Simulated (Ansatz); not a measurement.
**ClF4HMoO: a ladder of functionals and wavefunction methods**

The task here is to estimate one member of a computed series from the others.

Program: Ansatz 0.2.0, Gaussian basis. Level of theory: functionals in def2-TZVPP, the program's frozen cores in correlated methods. These are calculated values, not measurements.

Levels to be run: LDA (SPW92), PBE-D4, revPBE-D4, BLYP-D4, r2SCAN-D4, B97M-V, PBE0-D4, B3LYP-D4, r2SCANh-D4, r2SCAN0-D4, HSE06-D4, BHLYP-D4, CAM-B3LYP-D4, LC-ωPBE, ωB97X-V, ωB97M-V, B2PLYP, PBE-QIDH; CCSD(T)/def2-SVP; MP2/def2-TZVPP; MP2/def2-QZVPP; RPA on PBE.

### The geometry

All runs share one geometry, relaxed beforehand with PBE0-D4 in a triple-zeta def2 set. Mo takes the def2 core potential; no spin-orbit term is included.

SMILES `[OH][Mo]([F])([F])([F])([F])[Cl]`, 8 atoms, charge 0, spin multiplicity 1.

Atoms are counted from 1 here; the program's logs count them from 0.

Bond lengths: O1–Mo2 1.826 Å, O1–H8 0.963 Å, Mo2–F3 1.857 Å, Mo2–F4 1.829 Å, Mo2–F5 1.832 Å, Mo2–F6 1.832 Å, Mo2–Cl7 2.250 Å. Angles: Mo2–O1–H8 132.5°, O1–Mo2–F3 83.9°, O1–Mo2–F4 167.7°, O1–Mo2–F5 93.2°, O1–Mo2–F6 93.2°, O1–Mo2–Cl7 95.3°, F3–Mo2–F4 83.9°, F3–Mo2–F5 90.7°, F3–Mo2–F6 90.7°, F3–Mo2–Cl7 179.1°, F4–Mo2–F5 86.9°, F4–Mo2–F6 86.9°, F4–Mo2–Cl7 97.0°, F5–Mo2–F6 173.5°, F5–Mo2–Cl7 89.3°, F6–Mo2–Cl7 89.3°.

The first run:

Input file in.yaml:

```yaml
crystal:
  periodic: [false, false, false]
  atoms:
    - {symbol: O, position_ang: [-0.700133, 0.623952, -1.222269]}
    - {symbol: Mo, position_ang: [0.209014, -0.056244, 0.207457]}
    - {symbol: F, position_ang: [-1.319065, -1.086253, 0.435672]}
    - {symbol: F, position_ang: [0.797817, -0.954472, 1.687615]}
    - {symbol: F, position_ang: [0.984990, -1.386083, -0.786224]}
    - {symbol: F, position_ang: [-0.445024, 1.210728, 1.358556]}
    - {symbol: Cl, position_ang: [2.046099, 1.206497, -0.096628]}
    - {symbol: H, position_ang: [-1.573719, 0.441875, -1.584160]}
basis:
  gaussian: {orbitals: def2-TZVPP}
hamiltonian: {xc: lda}
output: {orbitals: {seedname: orbitals}}
```

Launch:

```
> ansatz run in.yaml --threads 4 --pin off --events-out ev --progress --plain --max-ram 11315MiB
```

Among the steps run: LDA; PBE-D4 (GGA); revPBE-D4 (GGA); BLYP-D4 (GGA); r2SCAN-D4 (meta-GGA); B97M-V (meta-GGA); PBE0-D4 (hybrid); B3LYP-D4 (hybrid); r2SCANh-D4 (hybrid); r2SCAN0-D4 (hybrid); HSE06-D4 (hybrid); BHLYP-D4 (hybrid); CAM-B3LYP-D4 (range-separated); LC-ωPBE (range-separated); ωB97X-V (range-separated); ωB97M-V (range-separated); B2PLYP (double hybrid); PBE-QIDH (double hybrid).

One of the session's tables, all rows but one given; the rest of the session is left out.

It belongs to the step «Frontier levels by functional». 

| functional | HOMO (eV) | LUMO (eV) | gap (eV) |
| --- | --- | --- | --- |
| LDA (SPW92) | -8.85 | -5.80 | 3.05 |
| PBE-D4 | -8.64 | -5.57 | 3.07 |
| revPBE-D4 | -8.56 | -5.48 | 3.08 |
| BLYP-D4 | -8.51 | -5.50 | 3.00 |
| r2SCAN-D4 | ? | ? | ? |
| B97M-V | -9.15 | -5.75 | 3.41 |
| PBE0-D4 | -10.19 | -5.14 | 5.04 |
| B3LYP-D4 | -9.91 | -5.34 | 4.57 |
| r2SCANh-D4 | -9.63 | -5.55 | 4.08 |
| r2SCAN0-D4 | -10.47 | -5.24 | 5.23 |
| HSE06-D4 | -9.78 | -5.52 | 4.27 |
| BHLYP-D4 | -11.60 | -4.55 | 7.05 |
| CAM-B3LYP-D4 | -11.56 | -4.16 | 7.40 |
| LC-ωPBE | -12.88 | -3.03 | 9.86 |
| ωB97X-V | -12.54 | -3.08 | 9.46 |
| ωB97M-V | -12.41 | -3.08 | 9.33 |

Q: Estimate the row for r2SCAN-D4 from the others.

Worked estimate for «HOMO (eV)». Against the share of exact exchange, r2SCANh-D4 (0.1, -9.63), r2SCAN0-D4 (0.25, -10.47) give a slope of -5.60 per unit share; at 0 the line stands at -9.07.

**Answer.** HOMO (eV): -9.06; LUMO (eV): -5.73; gap (eV): 3.33. In «HOMO (eV)» the line misses by -0.01.
